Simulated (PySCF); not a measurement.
# C2H10B2OSi: electronic excitations

Wanted: the electronic excitations of C2H10B2OSi (`BOB(C)C[SiH3]`), by calculation.

Computed with PySCF 2.14.0, with density-fitted response routines of our own, on a single molecule in the gas phase. Atoms count from 0, in the outputs and in this text.

### Step 1. The starting structure

16 atoms, charge 0, multiplicity 1; geometry from: GFN2-xTB.

Bonds of the start (Å): B0–O1 1.30, O1–B2 1.31, B2–C3 1.60, B2–C4 1.59, C4–Si5 1.90, B0–H6 1.18, B0–H7 1.18, C3–H8 1.09, C3–H9 1.09, C3–H10 1.09, C4–H11 1.09, C4–H12 1.09, Si5–H13 1.47, Si5–H14 1.47, Si5–H15 1.47.

### Step 2. Ultraviolet spectrum: wB97X-D/def2-SVPD

What the job is given:

```
{"job": {"kind": "uv", "xc": "wB97X-D", "basis": "def2-SVPD", "nstates": 8, "ntriplets": 3}, "charge": 0, "multiplicity": 1}
B      2.255198     0.105994    -1.498121
O      1.383587     0.133695    -0.539501
B      0.482381     0.166194     0.407972
C      0.737027    -0.606437     1.785484
C     -0.885189     0.934856     0.165800
Si    -2.145014    -0.192637    -0.708256
H      2.198903    -0.748383    -2.312911
H      3.100038     0.931259    -1.546122
H     -0.124423    -1.209606     2.062912
H      0.897924     0.099014     2.598746
H      1.606676    -1.257939     1.742940
H     -1.324582     1.283370     1.099475
H     -0.735213     1.811593    -0.465516
H     -2.444049    -1.363241     0.123438
H     -1.625541    -0.640787    -2.003218
H     -3.385324     0.561997    -0.924533
```

Method: TDDFT wB97X-D/def2-SVPD, vertical, gas phase, core orbitals frozen in the response.

On the command line:

```
$ OMP_NUM_THREADS=1 python probes_run.py task.json out
```

This one command runs all jobs of the session in turn.

The program printed:

```text
coarse grid: 13256 points
cycle   1  E = -496.2742094165  dE =  5.424e-01  |g| = 6.300e-01  |ddm| = 5.623e+00
cycle   2  E = -496.2661002263  dE =  8.109e-03  |g| = 7.185e-01  |ddm| = 1.535e+00
cycle   3  E = -496.3581581193  dE = -9.206e-02  |g| = 6.384e-02  |ddm| = 6.383e-01
cycle   4  E = -496.3590298676  dE = -8.717e-04  |g| = 2.992e-02  |ddm| = 1.534e-01
cycle   5  E = -496.3592614715  dE = -2.316e-04  |g| = 3.486e-03  |ddm| = 6.123e-02
cycle   6  E = -496.3592657797  dE = -4.308e-06  |g| = 1.400e-03  |ddm| = 1.242e-02
final grid: 121688 points
cycle   7  E = -496.4341738276  dE = -1.084e-04  |g| = 4.559e-03  |ddm| = 1.577e-01
cycle   8  E = -496.4341770150  dE = -3.187e-06  |g| = 3.486e-03  |ddm| = 2.361e-02
cycle   9  E = -496.4341798879  dE = -2.873e-06  |g| = 5.208e-04  |ddm| = 6.177e-03
cycle  10  E = -496.4341799562  dE = -6.829e-08  |g| = 3.834e-04  |ddm| = 2.244e-03
cycle  11  E = -496.4341799835  dE = -2.725e-08  |g| = 4.573e-05  |ddm| = 7.151e-04
cycle  12  E = -496.4341799845  dE = -1.058e-09  |g| = 2.537e-05  |ddm| = 1.876e-04
cycle  13  E = -496.4341799847  dE = -2.127e-10  |g| = 4.350e-06  |ddm| = 5.876e-05
converged SCF energy = -496.4341799847

Static polarisability (au): isotropic 84.307, principal 72.754 84.125 96.041

Singlet excitations
state   eV       nm        f      main configurations
  1   6.2045    199.8   0.00034   H-1->L 0.77, H->L 0.14
  2   6.8233    181.7   0.02837   H->L+2 0.56, H->L+1 0.19
  3   7.6416    162.2   0.19298   H->L 0.79, H-1->L 0.14
  4   7.8169    158.6   0.05812   H->L+1 0.62, H->L+2 0.23
  5   7.9578    155.8   0.22819   H-1->L+2 0.39, H-1->L+1 0.28
  6   8.2338    150.6   0.08248   H-1->L+1 0.47, H-1->L+2 0.34
  7   8.6217    143.8   0.07553   H-2->L+1 0.28, H-2->L+2 0.27
  8   8.6796    142.8   0.05597   H->L+4 0.33, H->L+3 0.18, H->L+5 0.12

Triplet excitations (Tamm-Dancoff, eV): 5.7347 6.4033 6.8556
```

Run time: 68 s. Hardware: 1 thread of Arm Neoverse N1, shared host; peak memory 0.87 GiB.

The orbitals next to the gap, with their largest atomic shares:

| orbital | eV | atoms |
| --- | --- | --- |
| HOMO−3 | -11.47 | Si5 35 %, H14 26 %, H13 15 % |
| HOMO−2 | -11.32 | C4 28 %, Si5 25 %, H13 10 % |
| HOMO−1 | -10.41 | O1 25 %, B0 25 %, H6 14 % |
| HOMO | -10.09 | C4 24 %, B2 17 %, O1 14 % |
| LUMO | 1.35 | B0 43 %, O1 25 %, H6 12 % |
| LUMO+1 | 1.69 | B2 25 %, B0 18 %, Si5 17 % |
| LUMO+2 | 1.82 | B2 27 %, O1 15 %, Si5 14 % |

With each of the 8 states as a Gaussian band of 0.4 eV half-width at 1/e, the curve within the window shown has maxima at 157 nm (ε 18,000) L/(mol cm). Beyond the last state computed it falls off for lack of states. The curve at chosen wavelengths:

(nm, ε (L/mol/cm)): (138, 2782), (141, 5293), (145, 7985), (148, 10055), (151, 13168), (155, 17389), (158, 18303), (161, 16446), (165, 11173), (168, 7066), (171, 4044), (175, 2017), (178, 1499), (181, 1308), (184, 1146), (188, 837), (191, 581), (194, 364), (198, 171), (201, 91), (204, 47), (208, 20), (211, 11), (214, 6), (218, 3), (221, 2)

Further results of this job:

| property | computed |
| --- | --- |
| dipole moment (D) | 0.83 |
| polarisability (Å³) | 12.49 |
| HOMO–LUMO gap (eV) | 11.44 |
| −ε(HOMO) (eV) | 10.09 |

### Step 3. Outcome

```
                                quantity                        value
      lowest singlet (wB97X-D/def2-SVPD)  6.20 eV (200 nm), f = 0.000
brightest single state of those computed  state 5, 7.96 eV, f = 0.228
                          lowest triplet                      5.73 eV
```

**Reading.** The lowest singlet, at 6.20 eV, is HOMO−1→LUMO 0.77, HOMO→LUMO 0.14 and is dark; of the 8 states computed, the strongest absorption comes from state 5 at 7.96 eV. The lowest triplet lies 0.47 eV below the lowest singlet (triplets in Tamm-Dancoff, singlets in full TDDFT).
